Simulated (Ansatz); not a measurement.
# NiMoIrPdW (I4mm) in Ansatz: convergence with k mesh

Aim: find how far k mesh must go before the results for NiMoIrPdW settle, at PBE. This setting moves, with any that are tied to it; all else stays.

All numbers are computed with Ansatz 0.2.0; they aren't measurements. Logs are shortened: lines on timing, memory, paths and dates and some standing lists are left out, and cuts for length are marked.

### Step 1. The structure

It takes space group I4mm (No. 107, tetragonal). The conventional cell has a = 2.740 Å, b = 2.740 Å, c = 19.433 Å, α = 90.00°, β = 90.00°, γ = 90.00°. Ni (site symmetry 4mm) has 4 Mo at 2.60 Å and 4 Pd at 2.67 Å and 4 Ni at 2.74 Å as nearest neighbours. Mo (site symmetry 4mm) is surrounded by 4 Ni at 2.60 Å and 4 Mo at 2.74 Å and 4 W at 2.94 Å. Around Pd (site symmetry 4mm) lie 4 Ni at 2.67 Å and 4 Pd at 2.74 Å and 4 Ir at 2.83 Å. Ir (site symmetry 4mm) is surrounded by 4 W at 2.69 Å and 4 Ir at 2.74 Å and 4 Pd at 2.83 Å. W (site symmetry 4mm) has 4 Ir at 2.69 Å and 4 W at 2.74 Å and 4 Mo at 2.94 Å as nearest neighbours.

The cell was built by a generator and needn't be a form met in nature.

### Step 2. With k mesh 4 × 4 × 4

Contents of input.yaml:

```yaml
crystal:
  lattice:
    - [-1.37004, 1.37004, 9.71647]
    - [1.37004, -1.37004, 9.71647]
    - [1.37004, 1.37004, -9.71647]
  atoms:
    - { symbol: Ni, position: [0.19862, 0.19862, 0.0], spin: 1.0 }
    - { symbol: Mo, position: [0.60922, 0.60922, 0.0], spin: 1.0 }
    - { symbol: Pd, position: [0.7931, 0.7931, 0.0] }
    - { symbol: Ir, position: [0.39944, 0.39944, 0.0], spin: 0.6 }
    - { symbol: W, position: [0.99565, 0.99565, 0.0] }
hamiltonian:
  xc: pbe
  pseudopotentials: { kind: paw }
magnetization:
  spin_polarized: true
kpoints:
  mp_grid: { grid: [4, 4, 4] }
scf:
  occupations: { method: fermi_dirac, width: 0.05 }
output:
  forces: true
  stress: true
  eigenvalues: true
```

Potentials or basis: Ansatz PAW.

On the command line:

```sh
$ ansatz run input.yaml --threads 8 --pin off --max-ram 20480MiB --backend cpu --events-out ev --progress --plain --runs-dir out
```

Run time: 2.8 s. Hardware: 8 threads of Arm Neoverse V1, shared host; peak memory 0.54 GiB.

Results:

```yaml
Free_energy: -40088.8689 eV
Pressure: 0.0 GPa
Largest_force: 0.711 eV/Å
Band_gap_on_the_k_mesh: none (metal or under the smearing width)
Net_moment: 0.00 μB per cell
Absolute_moment: 0.00 μB per cell
```

### Step 3. With k mesh 5 × 5 × 5

Changes to input.yaml since step 2:

```diff
@@ -17,3 +17,3 @@
 kpoints:
-  mp_grid: { grid: [4, 4, 4] }
+  mp_grid: { grid: [5, 5, 5] }
 scf:
```

Potentials or basis: Ansatz PAW.

On the command line:

```sh
$ ansatz run input.yaml --threads 8 --pin off --max-ram 20480MiB --backend cpu --events-out ev --progress --plain --runs-dir out
```

Wall time 3.9 s (8 threads of Arm Neoverse V1, shared host); peak memory 0.57 GiB.

Results:

| Property | Result |
| --- | --- |
| Free energy | -40088.6373 eV |
| Pressure | 0.5 GPa |
| Largest force | 0.502 eV/Å |
| Band gap on the k mesh | none (metal or under the smearing width) |
| Net moment | 0.00 μB per cell |
| Absolute moment | 0.00 μB per cell |

### Step 4. With k mesh 6 × 6 × 6

Changes to input.yaml since step 3:

```diff
@@ -17,3 +17,3 @@
 kpoints:
-  mp_grid: { grid: [5, 5, 5] }
+  mp_grid: { grid: [6, 6, 6] }
 scf:
```

On the command line:

```sh
$ ansatz run input.yaml --threads 8 --pin off --max-ram 20480MiB --backend cpu --events-out ev --progress --plain --runs-dir out
```

It took 5.5 s on 8 threads of Arm Neoverse V1, shared host; peak memory 0.61 GiB.

What came out:

```yaml
Free_energy: -40088.8957 eV
Pressure: 0.0 GPa
Largest_force: 0.380 eV/Å
Band_gap_on_the_k_mesh: none (metal or under the smearing width)
Net_moment: 0.00 μB per cell
Absolute_moment: 0.00 μB per cell
```

### Step 5. With k mesh 8 × 8 × 8

Changes to input.yaml since step 4:

```diff
@@ -17,3 +17,3 @@
 kpoints:
-  mp_grid: { grid: [6, 6, 6] }
+  mp_grid: { grid: [8, 8, 8] }
 scf:
```

On the command line:

```sh
$ ansatz run input.yaml --threads 8 --pin off --max-ram 20480MiB --backend cpu --events-out ev --progress --plain --runs-dir out
```

Wall time 11 s (8 threads of Arm Neoverse V1, shared host); peak memory 0.73 GiB.

What came out:

* Free energy: -40088.8323 eV
* Pressure: 0.1 GPa
* Largest force: 0.071 eV/Å
* Band gap on the k mesh: none (metal or under the smearing width)
* Net moment: 0.00 μB per cell
* Absolute moment: 0.00 μB per cell

### Step 6. With k mesh 10 × 10 × 10

Changes to input.yaml since step 5:

```diff
@@ -17,3 +17,3 @@
 kpoints:
-  mp_grid: { grid: [8, 8, 8] }
+  mp_grid: { grid: [10, 10, 10] }
 scf:
```

Potentials or basis: Ansatz PAW.

On the command line:

```sh
$ ansatz run input.yaml --threads 8 --pin off --max-ram 20480MiB --backend cpu --events-out ev --progress --plain --runs-dir out
```

It took 17 s on 8 threads of Arm Neoverse V1, shared host; peak memory 0.89 GiB.

It converged, with:

* Free energy: -40088.8607 eV
* Pressure: 0.0 GPa
* Largest force: 0.050 eV/Å
* Band gap on the k mesh: none (metal or under the smearing width)
* Net moment: 0.00 μB per cell
* Absolute moment: 0.00 μB per cell

### Step 7. With k mesh 12 × 12 × 12

Changes to input.yaml since step 6:

```diff
@@ -17,3 +17,3 @@
 kpoints:
-  mp_grid: { grid: [10, 10, 10] }
+  mp_grid: { grid: [12, 12, 12] }
 scf:
```

On the command line:

```sh
$ ansatz run input.yaml --threads 8 --pin off --max-ram 20480MiB --backend cpu --events-out ev --progress --plain --runs-dir out
```

Wall time 31 s (8 threads of Arm Neoverse V1, shared host); peak memory 1.1 GiB.

The run converged. Its results:

- Free energy: -40088.8708 eV
- Pressure: 0.0 GPa
- Largest force: 0.040 eV/Å
- Band gap on the k mesh: none (metal or under the smearing width)
- Net moment: 0.00 μB per cell
- Absolute moment: 0.00 μB per cell

### Step 8. With k mesh 15 × 15 × 15

Changes to input.yaml since step 7:

```diff
@@ -17,3 +17,3 @@
 kpoints:
-  mp_grid: { grid: [12, 12, 12] }
+  mp_grid: { grid: [15, 15, 15] }
 scf:
```

On the command line:

```sh
$ ansatz run input.yaml --threads 8 --pin off --max-ram 20480MiB --backend cpu --events-out ev --progress --plain --runs-dir out
```

It took 48 s on 8 threads of Arm Neoverse V1, shared host; peak memory 1.6 GiB.

Results (log left out):

* Free energy: -40088.8612 eV
* Pressure: 0.0 GPa
* Largest force: 0.044 eV/Å
* Band gap on the k mesh: none (metal or under the smearing width)
* Net moment: 0.00 μB per cell
* Absolute moment: 0.00 μB per cell

### Step 9. With k mesh 19 × 19 × 19

Changes to input.yaml since step 8:

```diff
@@ -17,3 +17,3 @@
 kpoints:
-  mp_grid: { grid: [15, 15, 15] }
+  mp_grid: { grid: [19, 19, 19] }
 scf:
```

Potentials or basis: Ansatz PAW.

On the command line:

```sh
$ ansatz run input.yaml --threads 8 --pin off --max-ram 20480MiB --backend cpu --events-out ev --progress --plain --runs-dir out
```

Wall time 97 s (8 threads of Arm Neoverse V1, shared host); peak memory 2.7 GiB.

It converged, with:

- Free energy: -40088.8501 eV
- Pressure: 0.0 GPa
- Largest force: 0.047 eV/Å
- Band gap on the k mesh: none (metal or under the smearing width)
- Net moment: 0.00 μB per cell
- Absolute moment: 0.00 μB per cell

### Step 10. With k mesh 22 × 22 × 22

Changes to input.yaml since step 9:

```diff
@@ -17,3 +17,3 @@
 kpoints:
-  mp_grid: { grid: [19, 19, 19] }
+  mp_grid: { grid: [22, 22, 22] }
 scf:
```

Potentials or basis: Ansatz PAW.

On the command line:

```sh
$ ansatz run input.yaml --threads 8 --pin off --max-ram 20480MiB --backend cpu --events-out ev --progress --plain --runs-dir out
```

Output:

```text
Warning: RAYON_NUM_THREADS=8 ignored (pool sized by the plan → 8); use --threads N
basis.fft_grid_basis auto: the FFT boxes are laid along the combinations [[1, 0, 1], [0, 1, 1], [0, 0, 1]] of the cell's own vectors, 2.740, 2.740 and 9.908 Å long. The dense box has 20×20×72 points. Along the cell's own vectors, as sized, it would have 72×72×72, 12.96 times as many. Of the 8 symmetry operations that the crystal satisfies within crystal.symmetry.tolerance (time reversal apart; of a slab, those that keep its plane) the dense box along the cell's own vectors carries 8, and the one as laid loses 6 of those. basis.fft_grid_basis: typed keeps the cell's own vectors: state it where this run's energies or levels are differenced outside the engine with another run's, or held beside a run that keeps those vectors.
Engine: ansatz 0.2.0, aarch64-unknown-linux-gnu
Pseudopotentials: kind: paw
Pseudopotential: Ni, paw, valence charge 18, recommended cutoff 420 eV (normal), Ni.paw.azcp
Pseudopotential: Mo, paw, valence charge 14, recommended cutoff 420 eV (normal), Mo.paw.azcp
Pseudopotential: Pd, paw, valence charge 18, recommended cutoff 420 eV (normal), Pd.paw.azcp
Pseudopotential: Ir, paw, valence charge 17, recommended cutoff 420 eV (normal), Ir.paw.azcp
Pseudopotential: W, paw, valence charge 14, recommended cutoff 420 eV (normal), W.paw.azcp
Functional definition: PBE
  parameter kappa = 0.804
  parameter beta = 0.06672455060314922
  exchange = pbe_x(kappa = kappa, mu = beta*pi^2/3)
  correlation = pbe_c(beta = beta)
Crystal: 5 atoms, lattice volume = 72.952 Å³
Basis set: ecut = 420 eV, 1445 PW (Γ), FFT grids on a1+a3, a2+a3, a3, exchange–correlation on 40×40×144 points (8 copies of the dense FFT grid, shifted against one another)
Bands: 51, of which v1, the nominal top of the filled ones, is band 41 counted from 1 (40 counted from 0)
Symmetry: 8 space group operations
Space group: I4mm (ITA 107), of the structure as read, at distance tolerance 4.2e-5 Å
Magnetic group: BNS 107.227 (UNI 887), of the structure as read, at distance tolerance 4.2e-5 Å
k-points: 834 of 10648 (time reversal used)
Non-local potential: Ni, projectors of the file, l = 0: 3, l = 1: 2, l = 2: 3, l = 3: 1
Non-local potential: Mo, projectors of the file, l = 0: 3, l = 1: 2, l = 2: 2, l = 3: 1
Non-local potential: Pd, projectors of the file, l = 0: 2, l = 1: 2, l = 2: 2, l = 3: 1
Non-local potential: Ir, projectors of the file, l = 0: 3, l = 1: 2, l = 2: 2, l = 3: 1
Non-local potential: W, projectors of the file, l = 0: 3, l = 1: 2, l = 2: 2, l = 3: 1
PAW form: soft (Blöchl's): semilocal exchange-correlation on the pseudo side does not see the compensation charge
PAW one-centre angular grid: Ni, 590 points (default); XC on 64 Gauss nodes
PAW one-centre angular grid: Mo, 590 points (default); XC on 64 Gauss nodes
PAW one-centre angular grid: Pd, 590 points (default); XC on 64 Gauss nodes
[... 28 lines left out ...]
SCF converged after 16 iterations
Magnetization: -0.0000 μB (40.5000 up, 40.5000 down)
Absolute magnetization: 0.0000 μB (∫|ρ↑−ρ↓|, with the PAW one-centre terms)
Spin contamination: 0.0000 ħ² per cell (⟨S²⟩ above its minimum at these occupations)
Per-site moments (μB) at R_I (Å): [(-1.9022749659247767e-6, 1.0734711006944662), (2.7256741184993545e-7, 1.0734711006944662), (-1.3165413628218684e-6, 1.1010740007565465), (-7.250129312690677e-7, 1.1106584323191588), (8.063976024573386e-7, 1.1106584323191588)]
Free energy (F): -40088.854214 eV
Harris-Foulkes:  -40088.854214 eV  (|F-HF|=3.19e-9)
Internal energy: -40088.822406 eV  (E = F + TS)
E sigma→0 (E₀):  -40088.838310 eV
Entropy (-TS):   -0.031808 eV (-6.362 meV/atom)
Fermi energy:    20.860280 eV
--- Per-component energies (eV) ---
  E_band       = -665.360204
  E_kinetic    = 2309.122344
  E_local      = -8867.712834  (includes V_loc(G=0)·N_el)
  E_nonlocal   = 1069.234709
  E_hartree    = 3634.794232
  E_xc         = -971.627036
  E_vxc        = -1088.551296  (∫ρ·V_xc dr)
  E_paw        = -26367.786789  (= ΣΔE_a)
  E_vpaw       = -1357.038574  (= ΣTr[D̂ρ^β])
  E_aug_tail   = 0.000804  (compensation charges beyond the density's cutoff)
  E_ewald      = -10894.847837
  E_smearing   = -0.031808  (= −TS)
  E_closure    = 0.000000  (closes the sum)
  Σ components = -40088.854214   (vs F -40088.854214, Δ=0.00e0)
--- Forces (eV/Å), atoms counted from 1 ---
  atom   1  Ni     0.00000000    -0.00000000    -0.00521416
  atom   2  Mo     0.00000000     0.00000000     0.00212400
  atom   3  Pd    -0.00000000    -0.00000000    -0.02767732
  atom   4  Ir     0.00000000    -0.00000000     0.07156121
  atom   5  W     -0.00000000    -0.00000000    -0.04077987
  max |Σ_I F_I| component: 1.39e-5 eV/Å
--- Stress (GPa, compression-positive) ---
        0.037482       0.000000       0.000000
        0.000000       0.037482       0.000000
        0.000000      -0.000000      -0.091619
  P = ⅓ Tr σ = -0.0056 GPa (-0.056 kbar)
--- Band table (eV; the first three rows and the last of 1668) ---
  k-point 0 ↑: bands = ["-82.1402", "-71.2446", "-63.4575", "-52.9749", "-42.5757", "-42.4993", "-42.4993", "-40.0379", "-29.2068", "-29.0560", "-29.0560", "-28.1551", "-27.9434", "-27.9434", "-17.3071", "-16.7834", "-16.7834", "-14.1177", "-13.6127", "-13.6127", "11.8974", "14.1465", "14.3169", "15.1609", "15.2177", "16.2243", "16.4244", "17.2302", "18.1123", "18.3752", "18.3752", "18.8071", "19.2412", "19.3870", "19.3870", "19.7553", "19.8642", "19.9957", "19.9957", "20.2419", "21.0374", "21.1667", "22.0482", "22.1630", "22.1630", "22.8945", "23.9851", "24.3642", "24.3642", "25.2152", "33.8527"]
  k-point 1 ↑: bands = ["-82.1401", "-71.2438", "-63.4567", "-52.9725", "-42.5755", "-42.5001", "-42.5000", "-40.0335", "-29.2057", "-29.0606", "-29.0602", "-28.1537", "-27.9509", "-27.9505", "-17.3028", "-16.8021", "-16.8001", "-14.1134", "-13.6315", "-13.6298", "12.0163", "14.2413", "14.4082", "15.2359", "15.3011", "16.2917", "16.4772", "17.2894", "18.0748", "18.3953", "18.3953", "18.6830", "19.2318", "19.3984", "19.4322", "19.6580", "19.7735", "19.9775", "20.1007", "20.3124", "20.8642", "21.0812", "21.6921", "21.9770", "22.1253", "23.4398", "23.8428", "24.3378", "24.8327", "25.0845", "33.6242"]
  k-point 2 ↑: bands = ["-82.1397", "-71.2414", "-63.4544", "-52.9654", "-42.5749", "-42.5024", "-42.5022", "-40.0209", "-29.2025", "-29.0739", "-29.0725", "-28.1496", "-27.9725", "-27.9710", "-17.2901", "-16.8557", "-16.8486", "-14.1011", "-13.6857", "-13.6794", "12.3650", "14.5081", "14.6801", "15.4572", "15.5358", "16.4896", "16.6278", "17.4610", "17.9362", "18.4422", "18.4530", "18.4687", "19.1995", "19.2573", "19.4715", "19.5854", "19.7727", "19.9410", "20.1145", "20.2421", "20.3400", "20.7962", "21.6533", "21.8754", "22.0327", "23.5151", "24.0748", "24.2619", "24.9423", "25.7363", "32.9884"]
  k-point 833 ↓: bands = ["-82.1402", "-71.2446", "-63.4575", "-52.9749", "-42.5758", "-42.4993", "-42.4993", "-40.0379", "-29.2068", "-29.0560", "-29.0560", "-28.1551", "-27.9434", "-27.9434", "-17.3072", "-16.7834", "-16.7834", "-14.1178", "-13.6127", "-13.6127", "12.0121", "13.5048", "14.5179", "15.1523", "15.7249", "16.2700", "16.5431", "17.0147", "18.2775", "18.3967", "18.3967", "18.9111", "19.1805", "19.2490", "19.2490", "19.6247", "19.7560", "20.1988", "20.1988", "20.2402", "20.8402", "21.1679", "21.2046", "21.9934", "21.9934", "23.9842", "24.1299", "24.4807", "24.4807", "25.2158", "32.3144"]
```

Run time: 2.4 min. Hardware: 8 threads of Arm Neoverse V1, shared host; peak memory 3.8 GiB.

Results:

| Quantity | Value |
| --- | --- |
| Free energy | -40088.8542 eV |
| Pressure | 0.0 GPa |
| Largest force | 0.072 eV/Å |
| Band gap on the k mesh | none (metal or under the smearing width) |
| Net moment | 0.00 μB per cell |
| Absolute moment | 0.00 μB per cell |

### Step 11. Result

| k mesh | energy less the tightest run, at zero smearing (meV/atom) | pressure (GPa) | largest force (eV/Å) | SCF cycles | CPU time (s) | peak memory (GiB) |
| --- | --- | --- | --- | --- | --- | --- |
| 4 × 4 × 4 | -2.71 | -0.02 | 0.711 | 17 | 19 | 0.54 |
| 5 × 5 × 5 | 43.87 | 0.48 | 0.502 | 17 | 27 | 0.57 |
| 6 × 6 × 6 | -7.94 | -0.01 | 0.380 | 16 | 40 | 0.61 |
| 8 × 8 × 8 | 4.92 | 0.06 | 0.071 | 16 | 80 | 0.73 |
| 10 × 10 × 10 | -1.70 | -0.04 | 0.050 | 15 | 130 | 0.89 |
| 12 × 12 × 12 | -3.54 | -0.05 | 0.040 | 18 | 230 | 1.1 |
| 15 × 15 × 15 | -1.67 | -0.04 | 0.044 | 16 | 370 | 1.6 |
| 19 × 19 × 19 | 1.26 | 0.01 | 0.047 | 16 | 720 | 2.7 |
| 22 × 22 × 22 | 0.00 | -0.01 | 0.072 | 16 | 1100 | 3.8 |

Against the tightest run, the pressure stays within 0.1 GPa from 6 × 6 × 6 on. Not settled before the last step: the energy (to 1 meV/atom), the largest force (to 0.005 eV/Å). Meshes of other sizes hit other points, so gaps and Fermi surfaces needn't settle smoothly. The tightest run that finished is the yardstick and may itself not be fully converged.

Caveats: the starting moments weren't kept.
